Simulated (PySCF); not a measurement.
**C2H5NOSSi: runs on many settings**

Which settings matter for C2H5NOSSi (`CS[Si@@H](O)C#N`)?

The runs use PySCF 2.14.0, with density-fitted response routines of our own; the level of theory stands in each step. All values are computed, except where a source is named. Atoms are numbered from 0 throughout.

## (1) Starting geometry

11 atoms, charge 0, multiplicity 1; geometry from: GFN2-xTB.

Bonds of the start (Å): C0–S1 1.82, S1–Si2 2.15, Si2–O3 1.61, Si2–C4 1.87, C4–N5 1.15, C0–H6 1.09, C0–H7 1.08, C0–H8 1.09, Si2–H9 1.45, O3–H10 0.95.

## (2) Nuclear shieldings: PBE0/pcSseg-1

Job settings and geometry (Å):

```
{"job": {"kind": "nmr", "xc": "PBE0", "basis": "pcSseg-1"}, "charge": 0, "multiplicity": 1}
C      1.896940    -0.372671    -0.113587
S      0.535731    -1.009632     0.910819
Si    -1.166247    -0.224621    -0.137370
O     -2.501633    -0.526924     0.711068
C     -0.831211     1.611150    -0.300097
N     -0.543400     2.714991    -0.401475
H      1.855291    -0.827811    -1.098134
H      2.819312    -0.652268     0.384609
H      1.825691     0.707962    -0.188236
H     -1.371815    -0.796434    -1.454237
H     -2.513234    -0.621071     1.660676
```

Level: GIAO PBE0/pcSseg-1 NMR shielding, non-relativistic, gas phase.

Started as:

```
> OMP_NUM_THREADS=1 python probes_run.py task.json out
```

The driver reads the jobs from task.json and runs them one after another.

What it wrote:

```text
coarse grid: 10672 points
cycle   1  E = -896.2303655975  dE =  6.361e-01  |g| = 7.627e-01  |ddm| = 3.115e+00
cycle   2  E = -896.0077276601  dE =  2.226e-01  |g| = 1.304e+00  |ddm| = 1.487e+00
cycle   3  E = -896.3336264492  dE = -3.259e-01  |g| = 2.183e-01  |ddm| = 1.018e+00
cycle   4  E = -896.3422781153  dE = -8.652e-03  |g| = 9.123e-02  |ddm| = 1.620e-01
cycle   5  E = -896.3439451385  dE = -1.667e-03  |g| = 1.901e-02  |ddm| = 6.461e-02
cycle   6  E = -896.3440231762  dE = -7.804e-05  |g| = 3.948e-03  |ddm| = 2.169e-02
cycle   7  E = -896.3440268630  dE = -3.687e-06  |g| = 1.301e-03  |ddm| = 5.863e-03
final grid: 95152 points
cycle   8  E = -896.3902651794  dE = -1.457e-05  |g| = 9.038e-03  |ddm| = 2.063e-02
cycle   9  E = -896.3902476252  dE =  1.755e-05  |g| = 1.272e-02  |ddm| = 1.645e-02
cycle  10  E = -896.3902825455  dE = -3.492e-05  |g| = 1.678e-03  |ddm| = 9.983e-03
cycle  11  E = -896.3902831081  dE = -5.626e-07  |g| = 4.598e-04  |ddm| = 1.141e-03
cycle  12  E = -896.3902831505  dE = -4.240e-08  |g| = 1.367e-04  |ddm| = 3.541e-04
cycle  13  E = -896.3902831540  dE = -3.480e-09  |g| = 3.860e-05  |ddm| = 1.264e-04
cycle  14  E = -896.3902831543  dE = -3.593e-10  |g| = 6.780e-06  |ddm| = 4.082e-05
converged SCF energy = -896.3902831543

GIAO shielding tensors (ppm)
atom      isotropic    diamagn.    paramagn.     s11        s22        s33       span
  0 C      175.447     252.532     -77.085    163.541    170.235    192.565     29.024
  1 S      680.447    1059.633    -379.186    568.585    641.824    830.934    262.349
  2 Si     383.132     878.067    -494.935    323.799    383.892    441.705    117.906
  3 O      302.770     385.070     -82.300    290.145    299.689    318.478     28.333
  4 C       62.400     264.896    -202.496    -52.578    -48.596    288.374    340.952
  5 N      -88.639     337.461    -426.100   -284.839   -267.323    286.245    571.084
  6 H       29.666      30.852      -1.185     23.866     27.255     37.878     14.011
  7 H       29.527      29.631      -0.104     23.924     26.599     38.059     14.136
  8 H       29.395      32.276      -2.881     23.494     28.409     36.282     12.788
  9 H       26.485      28.312      -1.827     23.369     24.013     32.073      8.704
 10 H       29.470      30.299      -0.829     21.373     24.922     42.115     20.741
```

Run time: 28 s. Hardware: 1 thread of Intel Xeon Platinum 8259CL at 2.50GHz, shared host; peak memory 0.69 GiB.

The references, computed at this level on geometries of the same kind, shield at (ppm): ¹H TMS 31.72, ¹³C TMS 186.9, ²⁹Si TMS 349.2, ¹⁵N NH3 267.7, ¹⁷O H2O 336.1, ³³S CS2 504. Their shielding less the atom's gives the shift. The references are single molecules in the gas phase, so shifts against H2O, NH3, PH3, H3PO4 or CFCl3 are not on the usual liquid scales and can be off by tens of ppm. Atoms listed in one row are averaged.

```
     atoms                              environment  σ (ppm)  δ (ppm)  δ scaled to CDCl3
        C4                           nitrile carbon     62.4    124.5              119.6
        C0                methyl carbon bonded to S    175.4     11.5                4.9
        H9  hydrogen on a silicon bonded to C, O, S    26.49     5.23                  –
       H10       hydrogen on an oxygen bonded to Si    29.47     2.25                  –
H6, H7, H8  hydrogen on a methyl carbon bonded to S    29.53     2.19               2.17
        S1                   sulfur bonded to C, Si      680     -177                  –
       Si2             silicon bonded to C, O, S, H    383.1    -34.0                  –
        O3                   oxygen bonded to Si, H    302.8     33.3                  –
        N5                         nitrile nitrogen    -88.6    356.4                  –
```

The scaled column applies a straight-line fit of computed shieldings to shifts measured in CDCl3, with any fitted terms for Cl, Br or S neighbours (root-mean-square error 0.16 ppm for H, 1.9 ppm for C).

The run also stored atomic charges by several schemes (e):

```
atoms  Mulliken    IAO  Hirshfeld  ESP fit
   C0     -0.41  -0.50      -0.11    -0.41
   S1     -0.31  -0.19      -0.09    -0.26
  Si2      0.95   1.08       0.43     0.49
   O3     -0.53  -0.77      -0.29    -0.60
   C4     -0.21  -0.19      -0.04     0.21
   N5     -0.20  -0.19      -0.19    -0.38
```

Mayer bond orders: C0–S1 0.99, S1–Si2 0.99, Si2–O3 1.09, Si2–C4 0.77, C4–N5 2.90.

## (3) Ultraviolet spectrum: PBE0/def2-SVPD

Settings changed since step 2:

```diff
@@ -1,2 +1,2 @@
-{"job": {"kind": "nmr", "xc": "PBE0", "basis": "pcSseg-1"}, "charge": 0, "multiplicity": 1}
+{"job": {"kind": "uv", "xc": "PBE0", "basis": "def2-SVPD", "nstates": 6, "ntriplets": 2}, "charge": 0, "multiplicity": 1}
 C      1.896940    -0.372671    -0.113587
```

Level: TDDFT PBE0/def2-SVPD, vertical, gas phase, core orbitals frozen in the response.

What it wrote:

```text
coarse grid: 10672 points
cycle   1  E = -895.8760287979  dE =  5.949e-01  |g| = 7.142e-01  |ddm| = 4.229e+00
cycle   2  E = -895.6550765236  dE =  2.210e-01  |g| = 1.258e+00  |ddm| = 2.048e+00
cycle   3  E = -895.9732860501  dE = -3.182e-01  |g| = 1.982e-01  |ddm| = 1.309e+00
cycle   4  E = -895.9804358097  dE = -7.150e-03  |g| = 8.850e-02  |ddm| = 2.308e-01
cycle   5  E = -895.9820591582  dE = -1.623e-03  |g| = 1.787e-02  |ddm| = 1.032e-01
cycle   6  E = -895.9821380815  dE = -7.892e-05  |g| = 3.917e-03  |ddm| = 2.992e-02
cycle   7  E = -895.9821423954  dE = -4.314e-06  |g| = 1.110e-03  |ddm| = 7.970e-03
final grid: 95152 points
cycle   8  E = -896.0853089161  dE = -1.457e-05  |g| = 8.510e-03  |ddm| = 4.772e-02
cycle   9  E = -896.0852913931  dE =  1.752e-05  |g| = 1.211e-02  |ddm| = 2.338e-02
cycle  10  E = -896.0853258723  dE = -3.448e-05  |g| = 1.656e-03  |ddm| = 1.366e-02
cycle  11  E = -896.0853264520  dE = -5.797e-07  |g| = 4.366e-04  |ddm| = 1.759e-03
cycle  12  E = -896.0853264935  dE = -4.150e-08  |g| = 1.270e-04  |ddm| = 5.939e-04
cycle  13  E = -896.0853264967  dE = -3.183e-09  |g| = 4.062e-05  |ddm| = 1.677e-04
cycle  14  E = -896.0853264971  dE = -4.511e-10  |g| = 7.204e-06  |ddm| = 6.840e-05
converged SCF energy = -896.0853264971

Static polarisability (au): isotropic 75.814, principal 63.229 80.980 83.235

Singlet excitations
state   eV       nm        f      main configurations
  1   4.8467    255.8   0.00214   H->L 0.97
  2   5.6271    220.3   0.01934   H->L+1 0.97
  3   6.3614    194.9   0.01022   H->L+2 0.90
  4   6.5194    190.2   0.01252   H-1->L 0.86
  5   6.8856    180.1   0.01259   H->L+3 0.91
  6   7.0747    175.3   0.00105   H-2->L 0.36, H-3->L 0.23, H-4->L 0.09

Triplet excitations (Tamm-Dancoff, eV): 4.6267 5.3765
```

It took 34 s on 1 thread of Intel Xeon Platinum 8259CL at 2.50GHz, shared host; peak memory 0.72 GiB.

Frontier orbitals and where they lie:

```
orbital      eV                       atoms
 HOMO−3  -10.21   N5 48 %, C4 39 %, Si2 5 %
 HOMO−2   -9.98   O3 33 %, N5 30 %, C4 19 %
 HOMO−1   -9.08  S1 52 %, Si2 13 %, C0 10 %
   HOMO   -7.48   S1 72 %, C0 11 %, Si2 8 %
   LUMO   -1.28  Si2 23 %, C4 18 %, S1 18 %
 LUMO+1   -0.61  C4 26 %, N5 26 %, Si2 22 %
 LUMO+2    0.15    S1 38 %, O3 14 %, C4 9 %
```

With each of the 6 states as a Gaussian band of 0.4 eV half-width at 1/e, the curve within the window shown has maxima at 219 nm (ε 800), 189 nm (ε 1,100) L/(mol cm). Beyond the last state computed it falls off for lack of states. The curve at chosen wavelengths:

| nm | ε (L/mol/cm) |
| --- | --- |
| 168 | 144 |
| 173 | 403 |
| 178 | 725 |
| 183 | 980 |
| 188 | 1097 |
| 193 | 1031 |
| 198 | 827 |
| 202 | 672 |
| 207 | 611 |
| 212 | 690 |
| 217 | 789 |
| 222 | 787 |
| 227 | 668 |
| 232 | 490 |
| 237 | 325 |
| 242 | 212 |
| 247 | 149 |
| 252 | 118 |
| 257 | 100 |
| 261 | 88 |
| 266 | 72 |
| 271 | 55 |
| 276 | 39 |
| 281 | 26 |
| 286 | 17 |
| 291 | 10 |

Further results of this job:

```
           property  computed
  dipole moment (D)      2.73
polarisability (Å³)     11.23
 HOMO–LUMO gap (eV)      6.20
      −ε(HOMO) (eV)      7.48
```

## (4) Nuclear shieldings: PBE0/3-21G

Settings changed since step 3:

```diff
@@ -1,2 +1,2 @@
-{"job": {"kind": "uv", "xc": "PBE0", "basis": "def2-SVPD", "nstates": 6, "ntriplets": 2}, "charge": 0, "multiplicity": 1}
+{"job": {"kind": "nmr", "xc": "PBE0", "basis": "3-21G", "pop": false}, "charge": 0, "multiplicity": 1}
 C      1.896940    -0.372671    -0.113587
```

Method: GIAO PBE0/3-21G NMR shielding, non-relativistic, gas phase.

What it wrote:

```text
coarse grid: 10672 points
cycle   1  E = -891.6064152098  dE =  2.225e-01  |g| = 7.141e-01  |ddm| = 3.359e+00
cycle   2  E = -891.4065690751  dE =  1.998e-01  |g| = 1.229e+00  |ddm| = 2.085e+00
cycle   3  E = -891.7065470965  dE = -3.000e-01  |g| = 2.021e-01  |ddm| = 1.395e+00
cycle   4  E = -891.7140811625  dE = -7.534e-03  |g| = 8.408e-02  |ddm| = 1.845e-01
cycle   5  E = -891.7154823704  dE = -1.401e-03  |g| = 1.993e-02  |ddm| = 8.473e-02
cycle   6  E = -891.7155926703  dE = -1.103e-04  |g| = 2.277e-03  |ddm| = 2.784e-02
cycle   7  E = -891.7155940783  dE = -1.408e-06  |g| = 8.282e-04  |ddm| = 4.451e-03
final grid: 95152 points
cycle   8  E = -891.7541772413  dE = -1.837e-05  |g| = 6.121e-03  |ddm| = 1.706e-02
cycle   9  E = -891.7541729624  dE =  4.279e-06  |g| = 7.466e-03  |ddm| = 1.539e-02
cycle  10  E = -891.7541870489  dE = -1.409e-05  |g| = 5.415e-04  |ddm| = 8.849e-03
cycle  11  E = -891.7541871011  dE = -5.218e-08  |g| = 2.670e-04  |ddm| = 8.050e-04
cycle  12  E = -891.7541871139  dE = -1.286e-08  |g| = 1.207e-04  |ddm| = 2.640e-04
cycle  13  E = -891.7541871167  dE = -2.725e-09  |g| = 3.719e-05  |ddm| = 1.065e-04
cycle  14  E = -891.7541871170  dE = -3.315e-10  |g| = 4.822e-06  |ddm| = 4.297e-05
converged SCF energy = -891.7541871170

GIAO shielding tensors (ppm)
atom      isotropic    diamagn.    paramagn.     s11        s22        s33       span
  0 C      198.434     255.553     -57.119    187.046    193.415    214.842     27.797
  1 S      766.673    1050.987    -284.314    663.586    756.701    879.733    216.147
  2 Si     502.825     873.119    -370.294    423.396    517.761    567.317    143.921
  3 O      341.432     390.420     -48.988    295.350    337.323    391.623     96.273
  4 C       99.702     264.734    -165.032      3.978      7.157    287.971    283.993
  5 N      -34.918     338.284    -373.202   -209.219   -194.167    298.632    507.852
  6 H       31.277      31.169       0.108     25.605     28.804     39.422     13.817
  7 H       30.990      31.630      -0.641     25.371     27.817     39.781     14.410
  8 H       31.083      31.569      -0.487     24.850     30.371     38.027     13.177
  9 H       27.325      28.145      -0.819     23.480     24.446     34.050     10.569
 10 H       31.568      28.380       3.189     23.830     26.984     43.890     20.061
```

Run time: 10 s. Hardware: 1 thread of Intel Xeon Platinum 8259CL at 2.50GHz, shared host; peak memory 0.49 GiB.

Key values: σ C4 99.7, C0 198.4, S1 767, Si2 502.8, H9 27.33, H6 31.12 ppm (means over like atoms).

[end of part 1 of 2]
